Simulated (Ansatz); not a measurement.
# Ti8H5O18F: the cost of one run

Method: DFT PBE+D3(BJ), scalar-relativistic, plane waves, PAW, in Ansatz 0.2.0.

2 further runs of the same task are left out: 2 set aside as unsound or not needed.

## (1) The starting structure

The structure is triclinic, space group P1 (No. 1). The conventional cell has a = 2.954 Å, b = 6.517 Å, c = 23.288 Å, α = 90.00°, β = 90.00°, γ = 90.00°. O (site symmetry 1) is surrounded by 2 Ti at 1.95 Å. Ti (site symmetry 1) is surrounded by 5 O at 1.95 to 1.98 Å. Around Ti (site symmetry 1) lie 6 O at 1.95 to 1.98 Å. O (site symmetry 1) is surrounded by 3 Ti at 1.95 to 1.98 Å. O (site symmetry 1) is surrounded by 3 Ti at 1.86 to 1.95 Å. O (site symmetry 1) is surrounded by 3 Ti at 1.98 to 2.05 Å. Ti (site symmetry 1) has 5 O at 1.86 to 1.98 Å as nearest neighbours. Only part of the 15 independent sites is listed.

Structure file:

```xyz
30
Lattice="5.9085 0.0000 0.0000 0.0000 6.5169 0.0000 0.0000 0.0000 23.2883" Properties=species:S:1:pos:R:3 pbc="T T T"
O     0.0000    0.0000    8.0000
O     2.9543    0.0000    8.0000
Ti    0.0000    3.2585    9.2748
Ti    2.9543    3.2585    9.2748
Ti    1.4771    0.0000    9.2748
Ti    4.4314    0.0000    9.2748
O     1.4771    1.9836    9.2748
O     4.4314    1.9836    9.2748
O     1.4771    4.5333    9.2748
O     4.4314    4.5333    9.2748
O     0.0000    0.0000   10.5497
O     2.9543    0.0000   10.5497
O     0.0000    3.2585   11.2585
O     2.9543    3.2585   11.2585
Ti    0.0207   -0.0089   12.4084
Ti    2.9750   -0.0089   12.4084
Ti    1.4845    3.2466   12.6692
Ti    4.4388    3.2466   12.6692
O     1.4743    5.2736   12.5053
O     4.4285    5.2736   12.5053
O     1.4818    1.2577   12.7041
O     4.4360    1.2577   12.7041
O     0.0017    3.3970   13.8073
O     2.9560    3.3970   13.8073
O     0.0214   -0.5030   14.6709
O     2.9757   -0.5030   14.6709
H     5.0458   -0.2601   15.0179
H     2.0915   -0.2601   15.0179
H     5.8948    5.0200   14.5573
H     2.9406    5.0200   14.5573
```

Miller indices refer to the conventional cell of the relaxed bulk, P4_2/mnm (No. 136): a = 4.608 Å, b = 4.608 Å, c = 2.954 Å, α = 90.00°, β = 90.00°, γ = 90.00°.

It is a (110) slab, 5.8 Å thick as cut, with 16 Å of vacuum, in a 2×1 surface cell; its outer planes are O (top) and O (bottom). An earlier relaxation, lower half held, gave -30309.6312 eV, gap on the mesh 1.59 eV, ionisation potential 5.98 eV (top face), 7.06 eV (bottom face), electron affinity 4.40 eV (top face), 5.47 eV (bottom face), dipole along +c 0.228 e·Å per cell.

## (2) HF, flat, over a top (H) site

File input.yaml:

```yaml
crystal:
  lattice:
    - [5.9085268479, 0.0, 0.0]
    - [0.0, 6.5169368653, 0.0]
    - [0.0, 0.0, 25.2883098196]
  atoms:
    - { symbol: O, position: [0.0, 0.0, 0.3163517079] }
    - { symbol: O, position: [0.5, 0.0, 0.3163517079] }
    - { symbol: Ti, position: [0.0, 0.5, 0.3667642617] }
    - { symbol: Ti, position: [0.5, 0.5, 0.3667642617] }
    - { symbol: Ti, position: [0.25, 0.0, 0.3667642617] }
    - { symbol: Ti, position: [0.75, 0.0, 0.3667642617] }
    - { symbol: O, position: [0.25, 0.304379219, 0.3667642617] }
    - { symbol: O, position: [0.75, 0.304379219, 0.3667642617] }
    - { symbol: O, position: [0.25, 0.695620781, 0.3667642617] }
    - { symbol: O, position: [0.75, 0.695620781, 0.3667642617] }
    - { symbol: O, position: [0.0, 0.0, 0.4171768154] }
    - { symbol: O, position: [0.5, 0.0, 0.4171768154] }
    - { symbol: O, position: [0.0, 0.5, 0.4452044646] }
    - { symbol: O, position: [0.5, 0.5, 0.4452044646] }
    - { symbol: Ti, position: [0.0035077375, -0.0013634311, 0.4906790224] }
    - { symbol: Ti, position: [0.5035077375, -0.0013634311, 0.4906790224] }
    - { symbol: Ti, position: [0.2512500615, 0.4981721678, 0.5009905547] }
    - { symbol: Ti, position: [0.7512500615, 0.4981721678, 0.5009905547] }
    - { symbol: O, position: [0.2495159992, 0.809216731, 0.4945086085] }
    - { symbol: O, position: [0.7495159992, 0.809216731, 0.4945086085] }
    - { symbol: O, position: [0.2507863058, 0.1929955569, 0.5023699708] }
    - { symbol: O, position: [0.7507863058, 0.1929955569, 0.5023699708] }
    - { symbol: O, position: [0.0002922726, 0.5212571175, 0.5459943518] }
    - { symbol: O, position: [0.5002922726, 0.5212571175, 0.5459943518] }
    - { symbol: O, position: [0.0036253273, -0.0771812164, 0.5801437053] }
    - { symbol: O, position: [0.5036253273, -0.0771812164, 0.5801437053] }
    - { symbol: H, position: [0.8539863051, -0.0399110591, 0.5938675211] }
    - { symbol: H, position: [0.3539863051, -0.0399110591, 0.5938675211] }
    - { symbol: H, position: [0.9976825566, 0.7702982689, 0.5756548003] }
    - { symbol: H, position: [0.4976825566, 0.7702982689, 0.5756548003] }
    - { symbol: F, position: [0.3539863051, -0.0399110591, 0.686004956] }
    - { symbol: H, position: [0.3080136268, 0.096571518, 0.686004956] }
basis:
  ecutwfc: 420
kpoints:
  mp_grid: { grid: [3, 3, 1] }
hamiltonian:
  xc: pbe
  dispersion: d3bj
scf:
  occupations: { method: gaussian, width: 0.05 }
output:
  forces: true
  eigenvalues: true
relax:
  adjacent_minimum: "off"
  f_tol: 0.04
  max_steps: 100
  constraints: [{ sites: [0, 1, 2, 3, 4, 5, 6, 7, 8, 9, 10, 11, 12, 13] }]
efield:
  axis: 3
  dipole_correction: true
  ramp_width: 0.04
```

Launch:

```sh
ansatz run input.yaml --threads 8 --pin off --max-ram 20480MiB --backend cpu --events-out ev --progress --plain --runs-dir out
```

Q: Estimate wall time and peak memory on 8 threads of Arm Neoverse V2, shared host.

About 4.8 min, with a peak of 3 GiB.
